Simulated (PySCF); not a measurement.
# Eu (Eu2+): the cost of one run

Programs: PySCF 2.14.0, with routines of our own; each step states its level. All values are computed. Atoms count from 0.

## 1. The system as given

1 atom, charge 2, states of the metal's open shell are computed; geometry from: free ion.

## 2. Ligand-field states: state-averaged CASSCF

The job: settings as JSON, then the geometry in Å.

```
{"job": {"kind": "lf", "basis": {"metal": "x2c-TZVPall", "ligand": "x2c-SVPall"}, "nevpt": false, "roots": {"8": 1, "6": 48, "4": 120, "2": 113}}, "charge": 2, "metal": "Eu", "open_shell": "f7"}
Eu     0.000000     0.000000     0.000000
```

With the program's defaults for keys left out, this is: state-averaged CASSCF of the metal f shell, state-interaction spin-orbit coupling.

Launch:

```bash
OMP_NUM_THREADS=1 python lf_run.py task.json out
```

The driver reads the jobs from task.json and runs them one after another.

**Question.** How long does this first job take on 1 thread of AMD EPYC 7R13, shared host, and how much memory does it need?

About 14 s, with a peak of 0.57 GiB.
